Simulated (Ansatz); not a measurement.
# WS2: a single-point run

Wanted: a converged single-point run for WS2, and a check of what comes out. The structure is shown as the input types it. The cell is built on a prototype (fluorite) and needn't be the phase found in nature.

Program: Ansatz 0.2.0. Level of theory: density functional or hybrid calculation with the settings of its input, plane waves. These are calculated values, not measurements.

6 further runs of the same task are left out: 2 for a known fault of the program, 4 that didn't finish.

## 1. The structure to begin with

It takes space group Fm-3m (No. 225, cubic). The conventional cell has a = 5.862 Å, b = 5.862 Å, c = 5.862 Å, α = 90.00°, β = 90.00°, γ = 90.00°. W (site symmetry m-3m) is surrounded by 8 S at 2.54 Å. Around S (site symmetry -43m) lie 4 W at 2.54 Å.

Coordinates:

```cif
data_structure
_symmetry_space_group_name_H-M 'P 1'
_symmetry_Int_Tables_number 1
_cell_length_a 4.1453
_cell_length_b 4.1453
_cell_length_c 4.1453
_cell_angle_alpha 60.000
_cell_angle_beta 60.000
_cell_angle_gamma 60.000
_cell_volume 50.37
loop_
_atom_site_label
_atom_site_type_symbol
_atom_site_fract_x
_atom_site_fract_y
_atom_site_fract_z
_atom_site_occupancy
W1 W 0.00000 0.00000 0.00000 1
S1 S 0.25000 0.25000 0.25000 1
S2 S 0.75000 0.75000 0.75000 1
```

## 2. Input and run

Contents of input.yaml:

```yaml
crystal:
  lattice:
    - [0.0, 2.9311595479, 2.9311595479]
    - [2.9311595479, 0.0, 2.9311595479]
    - [2.9311595479, 2.9311595479, 0.0]
  atoms:
    - { symbol: W, position: [0.0, 0.0, 0.0] }
    - { symbol: S, position: [0.25, 0.25, 0.25] }
    - { symbol: S, position: [0.75, 0.75, 0.75] }
kpoints:
  mp_grid: { grid: [1, 1, 8] }
hamiltonian:
  xc: r2scan
scf:
  occupations: { method: fermi_dirac, width: 0.02 }
  n_extra_bands: 4
output:
  forces: true
  stress: true
  eigenvalues: true
```

Started as:

```bash
> ansatz run input.yaml --threads 4 --pin off --max-ram 3686MiB --backend cpu --events-out ev --progress --plain --runs-dir out
```

What happens when this is run?

The program finished normally, with warnings (symmetry narrowed by mesh). It gives a largest force of 3.2 eV/Å, which is large; a structure far from rest gives such values too, whatever the setting.

Look at the input: magnetization.spin_polarized is missing; magnetization.initial_magnetization is missing. The moment asked for is too large for the electrons available or for the ground state.

Run again and compare: set magnetization.spin_polarized to true and magnetization.initial_magnetization to 0.5.
